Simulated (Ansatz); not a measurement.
This was printed by a script on Ansatz 0.2.0 through its Python package, for a single point from a YAML input of Na₂AgMoF₆, space group Fm-3m. What did the script look like? Level of theory: LDA, PAW, cutoff 420 eV, 5×5×5 k-points, cold smearing of 0.05 eV.

The script reads `scf.yaml`:
```yaml
crystal:
  lattice:
    - [0.0, 4.431676, 4.431676]
    - [4.431676, 0.0, 4.431676]
    - [4.431676, 4.431676, 0.0]
  atoms:
    - { symbol: Na, position: [0.25, 0.25, 0.25] }
    - { symbol: Na, position: [0.75, 0.75, 0.75] }
    - { symbol: Ag, position: [0.5, 0.5, 0.5] }
    - { symbol: Mo, position: [0.0, 0.0, 0.0] }
    - { symbol: F, position: [0.232761, 0.232761, 0.767239] }
    - { symbol: F, position: [0.232761, 0.767239, 0.767239] }
    - { symbol: F, position: [0.767239, 0.767239, 0.232761] }
    - { symbol: F, position: [0.232761, 0.767239, 0.232761] }
    - { symbol: F, position: [0.767239, 0.232761, 0.767239] }
    - { symbol: F, position: [0.767239, 0.232761, 0.232761] }
kpoints:
  mp_grid: { grid: [5, 5, 5] }
hamiltonian:
  xc: lda
scf:
  occupations: { method: cold, width: 0.05 }
  n_extra_bands: 32
  convergence: { dr2_threshold: 1.0e-11 }
basis:
  ecutwfc: "420 eV"
output:
  forces: true
```

```console
$ python na2agmof6_yaml_run.py
F = -19997.8739 eV for 10 atoms
E(sigma -> 0) = -19997.8622 eV, TS = 0.03518 eV
closed by deck_thresholds after 18 iterations
forces (eV/A)
  Na   -0.0000   -0.0000    0.0000
  Na    0.0000    0.0000    0.0000
  Ag   -0.0000    0.0000    0.0000
  Mo    0.0000   -0.0000    0.0000
  F     0.0000    0.0000   -0.9033
  F     0.9033   -0.0000    0.0000
  F     0.0000   -0.0000    0.9033
  F     0.0000   -0.9033    0.0000
  F     0.0000    0.9033   -0.0000
  F    -0.9033    0.0000    0.0000
cutoffs (eV): 420.0 1680.0  FFT grid: [45, 45, 45]
cell volume 174.074 A^3, 48 symmetry operations
doubts on the final state: none
warnings: none
```

The script that was run (others could print the same):

`na2agmof6_yaml_run.py`
```python
"""Run a YAML input for Na2AgMoF6 from Python."""

import warnings

import ansatz


def main() -> None:
    warnings.simplefilter("ignore", ansatz.DeckWarning)

    planned = ansatz.Session.from_deck("scf.yaml").plan(threads=1, pin="off")
    outcome = planned.execute()
    rep = outcome.report

    n_atoms = len(rep["lattice"]["sites"])
    print("F =", round(rep["free_energy_ev"], 4), "eV for", n_atoms, "atoms")
    print("E(sigma -> 0) =", round(rep["energy_sigma0_ev"], 4), "eV, TS =", round(rep["entropy_ts_ev"], 5), "eV")
    print("closed by", rep["closed_by"], "after", rep["n_iterations"], "iterations")

    # forces in eV per angstrom
    print("forces (eV/A)")
    for site, force in zip(outcome.lattice.sites, rep["forces_ev_ang"]):
        print(f"  {site.symbol:2s} {force[0]:9.4f} {force[1]:9.4f} {force[2]:9.4f}")

    used = rep["setup"]
    print("cutoffs (eV):", used["ecut_ev"], used["ecutrho_ev"], " FFT grid:", used["fft_dense"])
    print("cell volume {:.3f} A^3, {} symmetry operations".format(used["cell_volume_ang3"], used["n_sym_ops"]))

    print("doubts on the final state:", rep["published_state_doubts"] or "none")
    print("warnings:", sorted({n["data"]["kind"] for n in outcome.notices if n["data"].get("severity") in ("warning", "doubt")}) or "none")


if __name__ == "__main__":
    main()
```

The settings weren't tested for convergence. The cell holds an odd number of electrons and is run without spin, so a magnetic state may lie lower. For a metal this k-point mesh is coarse: on a finer one energies can move by several to tens of meV an atom and pressures by half a GPa or more, differences at one mesh by less. The structure comes from a database of computed cells and needn't be a stable or known phase. Hardware and time: 3.9 s on 1 thread of AMD EPYC 9R45 96-Core Processor (Zen 5), with other jobs on the host, peak memory 0.56 GiB.
